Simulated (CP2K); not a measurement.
# Bi2Te3 (Tellurobismuthite) in CP2K: the effect of pseudo set

Crystal: Bi2Te3 (Tellurobismuthite).

```
Bi Te
1.0
    10.47631    0.00000    0.00000
     9.55819    4.28883    0.00000
     9.55819    2.04614    3.76926
Bi Te
2 3
Direct
  0.60000 0.60000 0.60000
  0.40000 0.40000 0.40000
  0.79050 0.79050 0.79050
  0.20950 0.20950 0.20950
  0.00000 0.00000 0.00000
```

Alike in all runs:

```yaml
Program: CP2K 2026.2
Task: band structure
Functional: PBE
Density_cutoff: 6123 eV
k_mesh: 7 × 7 × 7
Occupations: fermi-dirac, width 0.05 eV
Spin: no spin polarisation
```

| pseudo set | gap on the mesh (eV) | pressure (GPa) | largest force (eV/Å) |
| --- | --- | --- | --- |
| PBE | 0.27 | 2.5 | 0.04 |
| PADE | ? | ? | ? |
| BLYP | 0.25 | 2.1 | 0.03 |
| SCAN | 0.31 | 0.7 | 0.26 |
| PBE0 | 0.27 | 1.6 | 0.08 |

Q: What does the run with pseudo set PADE give?

A: gap on the mesh 0.27 eV; pressure 0.1 GPa; largest force 0.32 eV/Å.

Caveats: spin-orbit coupling is left out, which as a rule narrows the gap of such compounds by several tenths of an eV; the basis of atomic orbitals isn't converged, which shifts pressures, moduli and gaps; the potentials were made for another functional, which shifts forces and pressure (some runs).

